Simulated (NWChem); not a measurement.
**PBE0/def2-SVP run of BBrCl2 (bromodichloroborane)**

Aim: the vertical ionisation energy of BBrCl2 (bromodichloroborane) at PBE0/def2-SVP, from 2 runs. 

The results are computed with NWChem 7.3.0.

### Step 1. The system as given

BBrCl2: 4 atoms, total charge 0, spin state singlet. As SMILES, `ClB(Cl)Br`. The shape is that of a PBE0-D4/def2-TZVP optimisation.

Bond lengths: Cl1–B2 1.735 Å, B2–Cl3 1.735 Å, B2–Br4 1.901 Å. Angles: Cl1–B2–Cl3 120.1°, Cl1–B2–Br4 119.9°, Cl3–B2–Br4 119.9°.

### Step 2. A single-point energy at PBE0/def2-SVP

Contents of input.xyz:

```xyz
4

Cl     0.582100     0.666000     1.510800
B      0.037200    -0.038100     0.022100
Cl     0.444300    -1.679200    -0.365600
Br    -1.008100     0.991100    -1.187600
```

Contents of input.nw:

```
start input
memory 2200 mb

geometry units angstrom noautosym nocenter noautoz
   load format xyz input.xyz
end

basis spherical bse
   * library def2-SVP
end

dft
   xc pbe0
   mult 1
   grid xfine
   convergence energy 1e-08
   iterations 100
   mulliken
   noprint "final vectors analysis"
end

task dft
```

Started as:

```console
nwchem input.nw > input.out
```

The log of the run:

```text
[...]
          Wavefunction type:  closed shell.
          No. of atoms     :     4
          No. of electrons :    74
[...]
          Charge           :     0
          Spin multiplicity:     1
[...]
          AO basis - number of functions:    82
[...]
              XC Information
              --------------
                         PBE0 Method XC Functional
                     Hartree-Fock (Exact) Exchange  0.250
          PerdewBurkeErnzerhof Exchange Functional  0.750
            Perdew 1991 LDA Correlation Functional  1.000 local
           PerdewBurkeErnz. Correlation Functional  1.000 non-local
[...]
 d= 0,ls=0.0,diis     1  -3518.1895272617 -3.87D+03  1.58D-02  6.54D-01     3.0
[...]
 d= 0,ls=0.0,diis     8  -3518.2752307488 -1.75D-09  2.51D-06  4.48D-08    17.9
         Total DFT energy =    -3518.275230748814
      One electron energy =    -5586.076710009987
           Coulomb energy =     1867.712448086825
    Exchange-Corr. energy =     -151.320223398734
 Nuclear repulsion energy =      351.409254573081
[...]
      Total Density - Mulliken Population Analysis
     ---------------------------------------------
    Atom       Charge   Shell Charges
 -----------   ------   -------------------------------------------------------
    1 Cl  17    17.02   2.00  1.99  1.27  0.66  5.93  2.16  3.00  0.02
    2 B    5     4.90   1.99  0.85  0.01  1.52  0.38  0.15
    3 Cl  17    17.02   2.00  1.99  1.27  0.66  5.93  2.16  3.00  0.02
    4 Br  35    35.06   2.00  2.00  1.99  1.44  0.50  6.00  5.98  2.38  2.74  8.20  1.74  0.09
[...]
```

Run time: 19 s. Hardware: 1 thread of Intel Xeon Platinum 8259CL at 2.50GHz (Skylake/Cascade Lake), shared host; peak memory 0.12 GiB.

### Step 3. The doublet cation

Contents of run.nw:

```
start run
title "BBrCl2 energy"
memory total 2200 mb
charge 1

geometry units angstroms noautosym nocenter noautoz
  Cl       0.582100       0.666000       1.510800
  B        0.037200      -0.038100       0.022100
  Cl       0.444300      -1.679200      -0.365600
  Br      -1.008100       0.991100      -1.187600
end

basis spherical bse
  * library def2-SVP
end

dft
  xc pbe0
  mult 2
  grid xfine
  convergence energy 1e-08
  iterations 100
  mulliken
  noprint "final vectors analysis"
end

task dft
```

Started as:

```console
nwchem run.nw > run.out
```

The log of the run:

```text
[...]
          Wavefunction type:  spin polarized.
          No. of atoms     :     4
          No. of electrons :    73
[...]
          Charge           :     1
          Spin multiplicity:     2
[...]
          AO basis - number of functions:    82
[...]
              XC Information
              --------------
                         PBE0 Method XC Functional
                     Hartree-Fock (Exact) Exchange  0.250
          PerdewBurkeErnzerhof Exchange Functional  0.750
            Perdew 1991 LDA Correlation Functional  1.000 local
           PerdewBurkeErnz. Correlation Functional  1.000 non-local
[...]
 d= 0,ls=0.0,diis     1  -3517.6191371604 -3.87D+03  1.51D-02  1.19D+00     3.8
[...]
 d= 0,ls=0.0,diis    15  -3517.8759522669 -1.42D-10  1.13D-07  6.28D-11    47.2
[...]
         Total DFT energy =    -3517.875952266888
      One electron energy =    -5566.971432988211
           Coulomb energy =     1848.617874625414
    Exchange-Corr. energy =     -150.931648477173
 Nuclear repulsion energy =      351.409254573081
[...]
      Total Density - Mulliken Population Analysis
     ---------------------------------------------
    Atom       Charge   Shell Charges
 -----------   ------   -------------------------------------------------------
    1 Cl  17    16.78   2.00  1.99  1.31  0.62  5.93  2.14  2.77  0.03
    2 B    5     4.85   1.99  0.86 -0.01  1.54  0.31  0.16
    3 Cl  17    16.78   2.00  1.99  1.31  0.62  5.93  2.14  2.77  0.03
    4 Br  35    34.59   2.00  2.00  1.99  1.52  0.43  6.00  5.98  2.34  2.31  8.20  1.74  0.09
[...]
      <S2> =      0.7534 (Exact =     0.7500)
[...]
```

Wall time 48 s (1 thread of Intel Xeon Platinum 8259CL at 2.50GHz (Skylake/Cascade Lake), shared host); peak memory 0.12 GiB.

### Step 4. What came out

Level: PBE0/def2-SVP.

```
                                          quantity           value
                      singlet BBrCl2: total energy  -3518.27523 Eh
                     singlet BBrCl2: dipole moment          0.08 D
                      doublet cation: total energy  -3517.87595 Eh
                              doublet cation: ⟨S²⟩           0.753
vertical ionisation energy (to the doublet cation)       10.865 eV
```

What this shows: Removing an electron at fixed nuclei costs 10.86 eV (251 kcal/mol). Mulliken charges (singlet BBrCl2) run from -0.06 on Br4 to +0.10 on B2. Mulliken charges (doublet cation) run from +0.15 on B2 to +0.41 on Br4; they depend strongly on the basis.
